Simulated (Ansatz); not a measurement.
**SnH3Cl (SMILES [Cl][SnH3]): levels of theory compared**

Aim: a comparison of 6 runs (UHF/STO-3G, CAM-B3LYP/STO-3G, SVWN5/STO-3G, UPBE0/STO-3G, wB97X/STO-3G, UCCSD(T)/STO-3G) of SnH3Cl. 

The calculation is run with Ansatz 0.2.0.

59 further runs of the same task are left out: 8 that didn't finish, 51 set aside as unsound or not needed.

## (1) The molecule

SnH3Cl has 5 atoms, charge 0, and is taken as a singlet. As SMILES, `[Cl][SnH3]`. The H4–Sn2 distance was set to 3.400 Å, away from the relaxed value. At this shape a bond of the SMILES string is far longer than usual.

Bond lengths: Cl1–Sn2 2.334 Å, Sn2–H3 1.700 Å, Sn2–H5 1.700 Å. Angles: Cl1–Sn2–H3 106.1°, Cl1–Sn2–H5 106.1°, H3–Sn2–H5 112.7°.

## (2) A single-point energy at UHF/STO-3G (run 1)

Input file molecule.yaml:

```yaml
crystal:
  periodic: [false, false, false]
  atoms:
    - {symbol: Cl, position_ang: [-2.193197, 1.982084, 0.821302]}
    - {symbol: Sn, position_ang: [-0.184897, 1.605184, -0.306098]}
    - {symbol: H, position_ang: [-0.474297, 2.012584, -1.930998]}
    - {symbol: H, position_ang: [0.522700, -1.694200, 0.111100]}
    - {symbol: H, position_ang: [0.964403, 2.619584, 0.428802]}
basis:
  gaussian: {orbitals: STO-3G}
total_charge: 0
magnetization: {spin_polarized: true, initial_magnetization: 0}
hamiltonian: {xc: hf}
accuracy: high
```

On the command line:

```console
$ ansatz run molecule.yaml --threads 1 --pin off --max-ram 2610MiB --events-out events.jsonl --progress --plain --runs-dir runs
```

Log:

```text
Warning: RAYON_NUM_THREADS=1 ignored (pool sized by the plan → 1); use --threads N
Functional definition: HF
  name "HF"
  exchange = exact_x
  correlation = 0
706 factors; integrals over basis functions are off by at most 1.6e-8 eV
mean field evaluation 1: about -174676.3878 eV, gradient 1.1e1 eV
mean field evaluation 2: about -174676.3958 eV, gradient 1.1e1 eV
mean field evaluation 4: about -174680.9006 eV, gradient 1.1e0 eV
mean field evaluation 8: about -174680.9189 eV, gradient 2.3e-2 eV
mean field evaluation 16: about -174680.9189 eV, gradient 6.3e-6 eV
mean field evaluation 32: about -174684.7816 eV, gradient 3.1e-7 eV
mean field evaluation 64: about -174677.9236 eV, gradient 2.3e0 eV
mean field -174684.78156090 eV, -6419.5473167654 hartree, gradient 2.4e-8 eV, S^2 0.979442; 2 other end points of the search recorded, 0 dependent functions left out
reference -174684.78156090 eV, -6419.5473167654 hartree; 35, 35 occupied and 4, 4 virtual orbitals, 706 factors
Total energy: -174684.78156090 eV, -6419.5473167654 hartree
```

It took 1.8 s on 1 thread of Arm Neoverse V1, shared host; peak memory 0.13 GiB.

## (3) A single-point energy at CAM-B3LYP/STO-3G (run 2)

Input file job.yaml:

```yaml
crystal:
  periodic: [false, false, false]
  atoms:
    - symbol: Cl
      position_ang: [-2.193197, 1.982084, 0.821302]
    - symbol: Sn
      position_ang: [-0.184897, 1.605184, -0.306098]
    - symbol: H
      position_ang: [-0.474297, 2.012584, -1.930998]
    - symbol: H
      position_ang: [0.522700, -1.694200, 0.111100]
    - symbol: H
      position_ang: [0.964403, 2.619584, 0.428802]
basis:
  gaussian: {orbitals: STO-3G}
hamiltonian: {xc: {name: CAM-B3LYP}}
accuracy: high
```

On the command line:

```console
$ ansatz run job.yaml --threads 1 --pin off --max-ram 2610MiB --events-out events.jsonl --progress --plain --runs-dir runs
```

Log:

```text
Warning: RAYON_NUM_THREADS=1 ignored (pool sized by the plan → 1); use --threads N
Functional definition: CAM-B3LYP
  name "CAM-B3LYP"
  parameter alpha = 0.19
  parameter beta = 0.46
  parameter omega = 0.33/bohr
  parameter ac = 0.81
  exchange = (1 - alpha - beta)*b88_x + beta*b88_x_sr(omega) + alpha*exact_x + beta*exact_x_lr(omega)
  correlation = (1 - ac)*vwn5_c + ac*lyp_c
706 factors; integrals over basis functions are off by at most 1.6e-8 eV
172 factors; integrals over basis functions are off by at most 9.3e-10 eV
mean field evaluation 1: about -174753.6651 eV, gradient 2.0e1 eV
mean field evaluation 2: about -174751.0331 eV, gradient 1.6e1 eV
mean field evaluation 4: about -174759.0686 eV, gradient 1.0e1 eV
mean field evaluation 8: about -174759.8818 eV, gradient 3.3e0 eV
mean field evaluation 16: about -174759.9156 eV, gradient 7.6e-4 eV
mean field -174759.91557572 eV, -6422.3084408823 hartree, gradient 2.8e-8 eV, S^2 0.000000; 0 other end points of the search recorded, 0 dependent functions left out
reference -174759.91559091 eV, -6422.3084414408 hartree; 35, 35 occupied and 4, 4 virtual orbitals, 706 factors
Total energy: -174759.91559091 eV, -6422.3084414408 hartree
```

Run time: 2.8 s. Hardware: 1 thread of Arm Neoverse V1, shared host; peak memory 0.14 GiB.

## (4) The energy at SVWN5/STO-3G (run 3)

Input file input.yaml:

```yaml
crystal:
  periodic: [false, false, false]
  atoms:
    - {symbol: Cl, position_ang: [-2.193197, 1.982084, 0.821302]}
    - {symbol: Sn, position_ang: [-0.184897, 1.605184, -0.306098]}
    - {symbol: H, position_ang: [-0.474297, 2.012584, -1.930998]}
    - {symbol: H, position_ang: [0.522700, -1.694200, 0.111100]}
    - {symbol: H, position_ang: [0.964403, 2.619584, 0.428802]}
basis:
  gaussian:
    orbitals: STO-3G
hamiltonian:
  xc: {name: SVWN5}
accuracy: high
```

On the command line:

```console
$ ansatz run input.yaml --threads 1 --pin off --max-ram 2610MiB --events-out events.jsonl --progress --plain --runs-dir runs
```

Log:

```text
Warning: RAYON_NUM_THREADS=1 ignored (pool sized by the plan → 1); use --threads N
Functional definition: SVWN5
  name "SVWN5"
  exchange = slater_x
  correlation = vwn5_c
706 factors; integrals over basis functions are off by at most 1.6e-8 eV
mean field evaluation 1: about -174550.1153 eV, gradient 2.5e1 eV
mean field evaluation 2: about -174544.2562 eV, gradient 2.6e1 eV
mean field evaluation 4: about -174552.6315 eV, gradient 1.8e1 eV
mean field evaluation 8: about -174556.4711 eV, gradient 9.1e0 eV
mean field evaluation 16: about -174557.0048 eV, gradient 3.2e-9 eV
mean field -174557.00481099 eV, -6414.8516078164 hartree, gradient 1.1e-8 eV, S^2 0.000000; 0 other end points of the search recorded, 0 dependent functions left out
reference -174557.00481298 eV, -6414.8516078895 hartree; 35, 35 occupied and 4, 4 virtual orbitals, 706 factors
Total energy: -174557.00481298 eV, -6414.8516078895 hartree
```

It took 1.8 s on 1 thread of Arm Neoverse V1, shared host; peak memory 0.1 GiB.

Runs 4 to 5 aren't shown in full; the table further down has their settings and results.

## (5) A single-point energy at UCCSD(T)/STO-3G (run 6)

Input file run.yaml:

```yaml
crystal:
  periodic: [false, false, false]
  atoms:
    - symbol: Cl
      position_ang: [-2.193197, 1.982084, 0.821302]
    - symbol: Sn
      position_ang: [-0.184897, 1.605184, -0.306098]
    - symbol: H
      position_ang: [-0.474297, 2.012584, -1.930998]
    - symbol: H
      position_ang: [0.522700, -1.694200, 0.111100]
    - symbol: H
      position_ang: [0.964403, 2.619584, 0.428802]
basis:
  gaussian:
    orbitals: STO-3G
magnetization:
  spin_polarized: true
correlation:
  method: ccsd_t
  frozen_orbitals: {Cl: 5, H: 0, Sn: 18}
accuracy: high
scf:
  omitted_lower_state_checks: [cluster_reference, increment]
```

On the command line:

```console
$ ansatz run run.yaml --threads 1 --pin off --max-ram 2610MiB --events-out events.jsonl --progress --plain --runs-dir runs
```

Log:

```text
Warning: RAYON_NUM_THREADS=1 ignored (pool sized by the plan → 1); use --threads N
[... 14 lines left out ...]
23 core orbitals not correlated: weight in the atoms' cores, before any rotation towards them, 1.000 or more for the frozen orbitals, at most 0.000 for the correlated occupied ones
[... 35 lines left out ...]
Total energy: -174686.07203952 eV, -6419.5947409800 hartree
Checks for a lower state left out: cluster_reference, increment
```

Wall time 2.6 s (1 thread of Arm Neoverse V1, shared host); peak memory 0.13 GiB.

## (6) Overview of the runs

```csv
run,level,frozen core orbitals,energy (Eh),wall time
1,UHF/STO-3G,–,-6419.547317,1.8 s
2,CAM-B3LYP/STO-3G,–,-6422.308441,2.8 s
3,SVWN5/STO-3G,–,-6414.851608,1.8 s
4,UPBE0/STO-3G,–,-6421.786281,9.6 s
5,wB97X/STO-3G,–,-6422.294323,10 s
6,UCCSD(T)/STO-3G,23,-6419.594741,2.6 s
```

## (7) Outcome

| quantity | value |
| --- | --- |
| run 6: total energy | -6419.59474 Eh |
| run 6: correlation energy (23 core orbitals frozen) | -47.4 mEh |
| run 6: (T) correction | -1.04 mEh |
| run 6: ⟨S²⟩ of the reference determinant | 0.979 |
| run 6: T1 diagnostic | 0.013 |

What this shows: Totals of different functionals can't be ranked against each other. In runs 1, 2, 3, 4, 5, 6 the basis is minimal, so the values are rough. In runs 2, 3, 5 a closed-shell determinant meets a far-stretched bond, which it describes badly. In runs 1, 2, 3, 4, 5, 6 relativity is left out where basis or elements ask for it. Spin contamination of the reference: run 1 ⟨S²⟩ = 0.98, run 6 ⟨S²⟩ = 0.98, run 4 ⟨S²⟩ = 0.95. Where it is this large, the reference is a mixture of spin states, and values that rest on it are in doubt. All runs together took 29 s, the longest 10 s.
